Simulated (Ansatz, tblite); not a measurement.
**The cluster In11As12H32+: removing and adding an electron**

Aim: the energy of removing and adding an electron for the cluster In11As12H32+, by energy differences, and how well orbital energies stand in for it.

Program: Ansatz 0.2.0, Gaussian basis. Level of theory: as each input shows. These are calculated values, not measurements.

The runs, in order: charge +2 doublet, at the geometry of the singlet (PBE0-D4/def2-TZVP, PBE-D4/def2-TZVP, r2SCANh-D4/def2-TZVP); charge 0 doublet, at the geometry of the singlet (PBE0-D4/def2-TZVP, PBE-D4/def2-TZVP, r2SCANh-D4/def2-TZVP); the starting singlet's energies come from earlier runs.

2 further runs of the same task are left out: 1 for a known fault of the program, 1 set aside as unsound or not needed. Runs told in other sessions of the task aren't counted.

### 1 The geometry

The singlet was relaxed beforehand with r2SCAN-D4/def2-SVP.

55 atoms, charge 1, spin multiplicity 1.

Atoms are counted from 1 here; the program's logs count them from 0.

Bond lengths: In1–As13 2.745 Å, In1–As14 2.729 Å, In1–H24 1.716 Å, In1–H25 1.720 Å, In2–As12 2.755 Å, In2–As16 2.752 Å, In2–H26 1.713 Å, In2–H27 1.711 Å, In3–As15 2.740 Å, In3–As17 2.718 Å, In3–H28 1.713 Å, In3–H29 1.735 Å, In4–As13 2.632 Å, In4–As18 2.692 Å, In4–As19 2.711 Å, In4–H30 1.716 Å, In5–As15 2.645 Å, In5–As18 2.724 Å and more. Angles: As13–In1–As14 94.2°, As13–In1–H24 106.0°, As13–In1–H25 104.5°, As14–In1–H24 107.2°, As14–In1–H25 105.3°, H24–In1–H25 133.0°, As12–In2–As16 96.6°, As12–In2–H26 103.7°, As12–In2–H27 104.6°, As16–In2–H26 104.0°, As16–In2–H27 104.7°, H26–In2–H27 136.6°, As15–In3–As17 93.0°, As15–In3–H28 108.6°, As15–In3–H29 102.4°, As17–In3–H28 111.1°, As17–In3–H29 103.3°, H28–In3–H29 131.6° and more.

In takes a core potential in the def2 sets. No spin-orbit coupling is included. The ion is computed in the gas phase, without counter-ions or solvent.

### 2 Charge +2 doublet at the fixed geometry, PBE0-D4/def2-TZVP

Input file in.yaml:

```yaml
crystal:
  periodic: [false, false, false]
  atoms:
    - {symbol: In, position_ang: [-5.282653, 1.734339, -0.576545]}
    - {symbol: In, position_ang: [-2.669803, -3.773590, 3.156141]}
    - {symbol: In, position_ang: [1.045083, -4.495003, -0.665623]}
    - {symbol: In, position_ang: [-2.096398, 2.138230, -3.876516]}
    - {symbol: In, position_ang: [1.396600, -1.275985, -3.991691]}
    - {symbol: In, position_ang: [-1.672564, -1.043215, -0.889957]}
    - {symbol: In, position_ang: [-1.518725, 1.721196, 2.708373]}
    - {symbol: In, position_ang: [1.417681, -1.260004, 1.923797]}
    - {symbol: In, position_ang: [1.412087, 1.769080, -0.806566]}
    - {symbol: In, position_ang: [4.683262, -0.977414, -0.682561]}
    - {symbol: In, position_ang: [4.196172, 2.703148, 3.135352]}
    - {symbol: As, position_ang: [-3.175042, -2.540340, 0.744592]}
    - {symbol: As, position_ang: [-3.336688, 0.595981, -2.141689]}
    - {symbol: As, position_ang: [-3.509452, 2.786302, 1.210832]}
    - {symbol: As, position_ang: [-0.120278, -2.629589, -2.299409]}
    - {symbol: As, position_ang: [-0.143572, -2.743697, 3.515944]}
    - {symbol: As, position_ang: [2.854448, -2.717779, 0.313012]}
    - {symbol: As, position_ang: [-0.386873, 0.457624, -5.101815]}
    - {symbol: As, position_ang: [-0.209793, 3.300363, -2.314159]}
    - {symbol: As, position_ang: [2.850552, 0.210082, -2.342541]}
    - {symbol: As, position_ang: [-0.206595, 0.424303, 0.723132]}
    - {symbol: As, position_ang: [2.940702, 0.289836, 3.510907]}
    - {symbol: As, position_ang: [2.987042, 3.288282, 0.711142]}
    - {symbol: H, position_ang: [-5.917843, 3.041668, -1.489458]}
    - {symbol: H, position_ang: [-6.012659, 0.406095, 0.236174]}
    - {symbol: H, position_ang: [-3.635856, -2.899188, 4.267933]}
    - {symbol: H, position_ang: [-2.414338, -5.417173, 2.755516]}
    - {symbol: H, position_ang: [1.809219, -5.675829, -1.644047]}
    - {symbol: H, position_ang: [-0.110429, -4.638427, 0.621284]}
    - {symbol: H, position_ang: [-2.908169, 3.247234, -4.904028]}
    - {symbol: H, position_ang: [2.235276, -2.103750, -5.241958]}
    - {symbol: H, position_ang: [-2.218969, 0.432212, 3.621718]}
    - {symbol: H, position_ang: [-0.464512, 2.986547, 3.224300]}
    - {symbol: H, position_ang: [5.863033, -1.779673, -1.635355]}
    - {symbol: H, position_ang: [4.847582, 0.219259, 0.568404]}
    - {symbol: H, position_ang: [5.806422, 2.320958, 2.708041]}
    - {symbol: H, position_ang: [3.404419, 3.774726, 4.212136]}
    - {symbol: H, position_ang: [-3.824838, -3.547191, -0.177556]}
    - {symbol: H, position_ang: [-4.395173, -1.664295, 0.925793]}
    - {symbol: H, position_ang: [-4.060816, -0.328800, -3.101249]}
    - {symbol: H, position_ang: [-4.364803, 3.570212, 2.182071]}
    - {symbol: H, position_ang: [-2.903019, 3.999850, 0.538795]}
    - {symbol: H, position_ang: [-1.104930, -3.340259, -3.206080]}
    - {symbol: H, position_ang: [0.766021, -3.873066, 3.944833]}
    - {symbol: H, position_ang: [-0.131425, -2.000076, 4.832762]}
    - {symbol: H, position_ang: [3.622067, -3.502526, 1.360039]}
    - {symbol: H, position_ang: [-1.263315, -0.371750, -6.012316]}
    - {symbol: H, position_ang: [0.306887, 1.236800, -6.196633]}
    - {symbol: H, position_ang: [0.605368, 4.257831, -3.152002]}
    - {symbol: H, position_ang: [-0.857297, 4.331328, -1.419028]}
    - {symbol: H, position_ang: [3.571575, 1.199518, -3.234783]}
    - {symbol: H, position_ang: [2.121670, 0.421795, 4.777434]}
    - {symbol: H, position_ang: [3.973096, -0.662634, 4.074753]}
    - {symbol: H, position_ang: [2.189113, 4.564826, 0.858364]}
    - {symbol: H, position_ang: [4.011461, 3.831640, -0.260000]}
basis:
  gaussian: {orbitals: def2-TZVP, fitting: {mean_field: def2-universal-jkfit}}
total_charge: 2
magnetization: {spin_polarized: true, initial_magnetization: 1}
hamiltonian: {xc: pbe0, dispersion: d4}
scf: {omitted_lower_state_checks: [starts]}
output: {orbitals: {seedname: orbitals}}
```

Command:

```
$ ansatz run in.yaml --threads 11 --pin off --events-out ev --progress --plain --max-ram 174080MiB --backend cuda --devices 0, --max-vram 75GiB
```

The log of the run:

```text
Functional definition: PBE0
  name "PBE0"
  cite "Adamo & Barone, J. Chem. Phys. 110, 6158 (1999) doi:10.1063/1.478522"
  cite "Perdew, Burke & Ernzerhof, Phys. Rev. Lett. 77, 3865 (1996) doi:10.1103/PhysRevLett.77.3865"
  parent pbe
  parameter a = 0.25
  parameter kappa = 0.804
  parameter beta = 0.06672455060314922
  exchange = (1 - a)*pbe_x(kappa = kappa, mu = beta*pi^2/3) + a*exact_x
  correlation = pbe_c(beta = beta)
these checks for a lower state are left out or cut short: starts
6166 factors; integrals over basis functions are off by at most 6.3e-1 eV
mean field evaluation 1: about -787431.4407 eV, gradient 4.1e1 eV
mean field evaluation 2: about -787415.7229 eV, gradient 6.6e1 eV
mean field evaluation 4: about -787440.0112 eV, gradient 6.8e0 eV
mean field evaluation 8: about -787440.2638 eV, gradient 1.6e0 eV
mean field evaluation 16: about -787440.2790 eV, gradient 4.8e-1 eV
mean field evaluation 32: about -787440.4101 eV, gradient 1.2e-5 eV
mean field -787440.41011206 eV, -28937.9013253381 hartree, gradient 4.1e-6 eV, S^2 0.755891; 0 other end points of the search recorded, 0 dependent functions left out
reference -787440.41023023 eV, -28937.9013296806 hartree; 329, 328 occupied and 989, 990 virtual orbitals, 6166 factors
Total energy: -787444.15495832 eV, -28938.0389458996 hartree
Checks for a lower state left out: starts
```

Wall time 82 s (1 × H100 with 11 threads of AMD EPYC 7R13, shared host); peak host memory 2.5 GiB.

From the report: HOMO -11.67 eV, LUMO -10.85 eV (over both spins); ⟨S²⟩ 0.756 (pure: 0.75).

### 3 Charge +2 doublet at the fixed geometry, PBE-D4/def2-TZVP

start.molden holds the orbitals of an earlier run on this state, given as this run's starting guess.

Edit in.yaml of step 2 so:

```diff
@@ -59,6 +59,6 @@
 basis:
-  gaussian: {orbitals: def2-TZVP, fitting: {mean_field: def2-universal-jkfit}}
+  gaussian: {orbitals: def2-TZVP, fitting: {mean_field: def2-universal-jkfit}, initial_orbitals: start.molden}
 total_charge: 2
 magnetization: {spin_polarized: true, initial_magnetization: 1}
-hamiltonian: {xc: pbe0, dispersion: d4}
+hamiltonian: {xc: pbe, dispersion: d4}
 scf: {omitted_lower_state_checks: [starts]}
```

Same command.

The log of the run:

```text
Functional definition: PBE
  name "PBE"
  cite "Perdew, Burke & Ernzerhof, Phys. Rev. Lett. 77, 3865 (1996) doi:10.1103/PhysRevLett.77.3865"
  parent pbe
  parameter kappa = 0.804
  parameter beta = 0.06672455060314922
  exchange = pbe_x(kappa = kappa, mu = beta*pi^2/3)
  correlation = pbe_c(beta = beta)
these checks for a lower state are left out or cut short: starts
6166 factors; integrals over basis functions are off by at most 6.3e-1 eV
mean field evaluation 1: about -787417.1155 eV, gradient 2.2e1 eV
mean field evaluation 2: about -787418.1618 eV, gradient 1.4e0 eV
mean field evaluation 4: about -787418.2106 eV, gradient 1.2e-1 eV
mean field evaluation 8: about -787418.2210 eV, gradient 4.6e-2 eV
mean field evaluation 16: about -787418.2211 eV, gradient 4.0e-4 eV
mean field -787418.22112116 eV, -28937.0858949627 hartree, gradient 2.6e-6 eV, S^2 0.751016; 0 other end points of the search recorded, 0 dependent functions left out
reference -787418.22129142 eV, -28937.0859012195 hartree; 329, 328 occupied and 989, 990 virtual orbitals, 6166 factors
Total energy: -787422.25595533 eV, -28937.2341723836 hartree
Checks for a lower state left out: starts
```

It took 24 s on 1 × H100 with 11 threads of AMD EPYC 7R13, shared host; peak host memory 2.4 GiB.

Report: HOMO -10.77 eV, LUMO -10.77 eV (over both spins; with the spin held, an empty level of the minority spin lies below the top filled one); ⟨S²⟩ 0.751 (pure: 0.75).

### 4 Charge +2 doublet at the fixed geometry, r2SCANh-D4/def2-TZVP

Edit in.yaml of step 3 so:

```diff
@@ -62,3 +62,3 @@
 magnetization: {spin_polarized: true, initial_magnetization: 1}
-hamiltonian: {xc: pbe, dispersion: d4}
+hamiltonian: {xc: {name: r2SCANh}, dispersion: d4}
 scf: {omitted_lower_state_checks: [starts]}
```

Same command.

The log of the run:

```text
Functional definition: r2SCANh
  name "r2SCANh"
  cite "Bursch, Neugebauer, Ehlert & Grimme, J. Chem. Phys. 156, 134105 (2022) doi:10.1063/5.0086040"
  cite "Furness, Kaplan, Ning, Perdew & Sun, J. Phys. Chem. Lett. 11, 8208 (2020) doi:10.1021/acs.jpclett.0c02405"
  cite "Furness, Kaplan, Ning, Perdew & Sun, J. Phys. Chem. Lett. 11, 9248 (2020) doi:10.1021/acs.jpclett.0c03077"
  parent r2scan
  parameter a = 0.1
  parameter k0 = 0.174
  parameter k1 = 0.065
  parameter a1 = 4.9479
  exchange = (1 - a)*r2scan_x(k0 = k0, k1 = k1, a1 = a1) + a*exact_x
  correlation = r2scan_c
these checks for a lower state are left out or cut short: starts
6166 factors; integrals over basis functions are off by at most 6.3e-1 eV
mean field evaluation 1: about -787542.5652 eV, gradient 1.3e1 eV
mean field evaluation 2: about -787542.7546 eV, gradient 2.9e-1 eV
mean field evaluation 4: about -787542.7751 eV, gradient 5.0e-2 eV
mean field evaluation 8: about -787542.7755 eV, gradient 1.4e-4 eV
mean field evaluation 16: about -787542.7755 eV, gradient 6.2e-6 eV
mean field -787542.77547429 eV, -28941.6631830143 hartree, gradient 6.2e-6 eV, S^2 0.755039; 0 other end points of the search recorded, 0 dependent functions left out
reference -787542.77552614 eV, -28941.6631849197 hartree; 329, 328 occupied and 989, 990 virtual orbitals, 6166 factors
Total energy: -787544.10122919 eV, -28941.7119036081 hartree
Checks for a lower state left out: starts
```

Run time: 78 s. Hardware: 1 × H100 with 11 threads of AMD EPYC 7R13, shared host; peak host memory 2.9 GiB.

From the report: HOMO -11.31 eV, LUMO -10.99 eV (over both spins); ⟨S²⟩ 0.755 (pure: 0.75).

### 5 Vertical ionisation energy

Charged state less starting state, singlet to doublet; the starting state's energies are those of its earlier runs.

| level | vertical ionisation energy (eV) | time |
| --- | --- | --- |
| PBE-D4/def2-TZVP | +9.56 | 36 s |
| r2SCANh-D4/def2-TZVP | +9.90 | 1.7 min |
| PBE0-D4/def2-TZVP | +10.02 | 98 s |

Times add the two runs; a level without a time comes out of a correlated run.

Beside −ε(HOMO) of the starting state:

| level | −ε(HOMO) (eV) | by difference (eV) | mismatch (eV) |
| --- | --- | --- | --- |
| PBE-D4/def2-TZVP | 8.20 | 9.56 | -1.36 |
| r2SCANh-D4/def2-TZVP | 8.75 | 9.90 | -1.15 |
| PBE0-D4/def2-TZVP | 9.09 | 10.02 | -0.93 |

### 6 Charge 0 doublet at the fixed geometry, PBE0-D4/def2-TZVP

Edit in.yaml of step 4 so:

```diff
@@ -59,6 +59,5 @@
 basis:
-  gaussian: {orbitals: def2-TZVP, fitting: {mean_field: def2-universal-jkfit}, initial_orbitals: start.molden}
-total_charge: 2
+  gaussian: {orbitals: def2-TZVP, fitting: {mean_field: def2-universal-jkfit}}
 magnetization: {spin_polarized: true, initial_magnetization: 1}
-hamiltonian: {xc: {name: r2SCANh}, dispersion: d4}
+hamiltonian: {xc: pbe0, dispersion: d4}
 scf: {omitted_lower_state_checks: [starts]}
```

Launched as before.

The log of the run:

```text
Functional definition: PBE0
  name "PBE0"
  cite "Adamo & Barone, J. Chem. Phys. 110, 6158 (1999) doi:10.1063/1.478522"
  cite "Perdew, Burke & Ernzerhof, Phys. Rev. Lett. 77, 3865 (1996) doi:10.1103/PhysRevLett.77.3865"
  parent pbe
  parameter a = 0.25
  parameter kappa = 0.804
  parameter beta = 0.06672455060314922
  exchange = (1 - a)*pbe_x(kappa = kappa, mu = beta*pi^2/3) + a*exact_x
  correlation = pbe_c(beta = beta)
these checks for a lower state are left out or cut short: starts
6166 factors; integrals over basis functions are off by at most 6.3e-1 eV
mean field evaluation 1: about -787447.8117 eV, gradient 3.7e1 eV
mean field evaluation 2: about -787448.3233 eV, gradient 3.5e1 eV
mean field evaluation 4: about -787453.6472 eV, gradient 6.2e0 eV
mean field evaluation 8: about -787453.8882 eV, gradient 1.3e0 eV
mean field evaluation 16: about -787453.9259 eV, gradient 8.5e-2 eV
mean field evaluation 32: about -787453.9265 eV, gradient 1.0e-4 eV
mean field -787453.92654170 eV, -28938.3980449654 hartree, gradient 7.3e-6 eV, S^2 0.753406; 0 other end points of the search recorded, 0 dependent functions left out
reference -787453.92669230 eV, -28938.3980504998 hartree; 330, 329 occupied and 988, 989 virtual orbitals, 6166 factors
Total energy: -787457.78666123 eV, -28938.5399017417 hartree
Checks for a lower state left out: starts
```

Wall time 48 s (1 × H100 with 11 threads of AMD EPYC 7R13, shared host); peak host memory 2.5 GiB.

Report: HOMO -2.71 eV, LUMO -1.94 eV (over both spins); ⟨S²⟩ 0.753 (pure: 0.75).

### 7 Charge 0 doublet at the fixed geometry, PBE-D4/def2-TZVP

Edit in.yaml of step 6 so:

```diff
@@ -59,5 +59,5 @@
 basis:
-  gaussian: {orbitals: def2-TZVP, fitting: {mean_field: def2-universal-jkfit}}
+  gaussian: {orbitals: def2-TZVP, fitting: {mean_field: def2-universal-jkfit}, initial_orbitals: start.molden}
 magnetization: {spin_polarized: true, initial_magnetization: 1}
-hamiltonian: {xc: pbe0, dispersion: d4}
+hamiltonian: {xc: pbe, dispersion: d4}
 scf: {omitted_lower_state_checks: [starts]}
```

Same command.

The log of the run:

```text
Functional definition: PBE
  name "PBE"
  cite "Perdew, Burke & Ernzerhof, Phys. Rev. Lett. 77, 3865 (1996) doi:10.1103/PhysRevLett.77.3865"
  parent pbe
  parameter kappa = 0.804
  parameter beta = 0.06672455060314922
  exchange = pbe_x(kappa = kappa, mu = beta*pi^2/3)
  correlation = pbe_c(beta = beta)
these checks for a lower state are left out or cut short: starts
6166 factors; integrals over basis functions are off by at most 6.3e-1 eV
mean field evaluation 1: about -787430.4966 eV, gradient 2.2e1 eV
mean field evaluation 2: about -787431.5307 eV, gradient 1.3e0 eV
mean field evaluation 4: about -787431.5781 eV, gradient 1.1e-1 eV
mean field evaluation 8: about -787431.5790 eV, gradient 5.3e-4 eV
mean field evaluation 16: about -787431.5790 eV, gradient 6.4e-6 eV
mean field -787431.57896012 eV, -28937.5767864903 hartree, gradient 6.4e-6 eV, S^2 0.750936; 0 other end points of the search recorded, 0 dependent functions left out
reference -787431.57915896 eV, -28937.5767937974 hartree; 330, 329 occupied and 988, 989 virtual orbitals, 6166 factors
Total energy: -787435.73983584 eV, -28937.7296958527 hartree
Checks for a lower state left out: starts
```

Run time: 18 s. Hardware: 1 × H100 with 11 threads of AMD EPYC 7R13, shared host; peak host memory 2.4 GiB.

HOMO -2.64 eV, LUMO -2.56 eV (over both spins); ⟨S²⟩ 0.751 (pure: 0.75).

### 8 Charge 0 doublet at the fixed geometry, r2SCANh-D4/def2-TZVP

Edit in.yaml of step 7 so:

```diff
@@ -61,3 +61,3 @@
 magnetization: {spin_polarized: true, initial_magnetization: 1}
-hamiltonian: {xc: pbe, dispersion: d4}
+hamiltonian: {xc: {name: r2SCANh}, dispersion: d4}
 scf: {omitted_lower_state_checks: [starts]}
```

The command is unchanged.

The log of the run:

```text
Functional definition: r2SCANh
  name "r2SCANh"
  cite "Bursch, Neugebauer, Ehlert & Grimme, J. Chem. Phys. 156, 134105 (2022) doi:10.1063/5.0086040"
  cite "Furness, Kaplan, Ning, Perdew & Sun, J. Phys. Chem. Lett. 11, 8208 (2020) doi:10.1021/acs.jpclett.0c02405"
  cite "Furness, Kaplan, Ning, Perdew & Sun, J. Phys. Chem. Lett. 11, 9248 (2020) doi:10.1021/acs.jpclett.0c03077"
  parent r2scan
  parameter a = 0.1
  parameter k0 = 0.174
  parameter k1 = 0.065
  parameter a1 = 4.9479
  exchange = (1 - a)*r2scan_x(k0 = k0, k1 = k1, a1 = a1) + a*exact_x
  correlation = r2scan_c
these checks for a lower state are left out or cut short: starts
6166 factors; integrals over basis functions are off by at most 6.3e-1 eV
mean field evaluation 1: about -787556.0652 eV, gradient 1.3e1 eV
mean field evaluation 2: about -787556.2567 eV, gradient 2.8e-1 eV
mean field evaluation 4: about -787556.2768 eV, gradient 5.4e-2 eV
mean field evaluation 8: about -787556.2768 eV, gradient 1.5e-5 eV
mean field evaluation 16: about -787556.2768 eV, gradient 2.7e-6 eV
mean field -787556.27684976 eV, -28942.1593494112 hartree, gradient 2.7e-6 eV, S^2 0.754174; 0 other end points of the search recorded, 0 dependent functions left out
reference -787556.27692546 eV, -28942.1593521933 hartree; 330, 329 occupied and 988, 989 virtual orbitals, 6166 factors
Total energy: -787557.65084966 eV, -28942.2098429763 hartree
Checks for a lower state left out: starts
```

Wall time 50 s (1 × H100 with 11 threads of AMD EPYC 7R13, shared host); peak host memory 2.9 GiB.

From the report: HOMO -2.59 eV, LUMO -2.18 eV (over both spins); ⟨S²⟩ 0.754 (pure: 0.75).

### 9 Vertical electron affinity

Starting state less charged state (positive: the electron is bound), singlet to doublet; the starting state's energies are those of its earlier runs.

| level | vertical electron affinity (eV) | time |
| --- | --- | --- |
| PBE-D4/def2-TZVP | +3.92 | 30 s |
| r2SCANh-D4/def2-TZVP | +3.65 | 75 s |
| PBE0-D4/def2-TZVP | +3.61 | 64 s |

Times add the two runs; a level without a time comes out of a correlated run.

Beside −ε(LUMO) of the starting state:

| level | −ε(LUMO) (eV) | by difference (eV) | mismatch (eV) |
| --- | --- | --- | --- |
| PBE-D4/def2-TZVP | 5.10 | 3.92 | +1.18 |
| r2SCANh-D4/def2-TZVP | 4.68 | 3.65 | +1.03 |
| PBE0-D4/def2-TZVP | 4.40 | 3.61 | +0.79 |

### 10 What came out

| quantity | value |
| --- | --- |
| vertical ionisation energy, functionals in def2-TZVP | 9.56 (PBE-D4) to 10.02 eV (PBE0-D4) |
| vertical electron affinity, functionals in def2-TZVP | 3.61 (PBE0-D4) to 3.92 eV (PBE-D4) |

In words: The vertical ionisation energy spans 9.56 to 10.02 eV over the functionals. −ε(HOMO) misses the level's own difference by -0.93 eV at best (PBE0-D4) and -1.36 eV at worst (PBE-D4). The vertical electron affinity spans 3.61 to 3.92 eV over the functionals. −ε(LUMO) misses the level's own difference by +0.79 eV at best (PBE0-D4) and +1.18 eV at worst (PBE-D4).
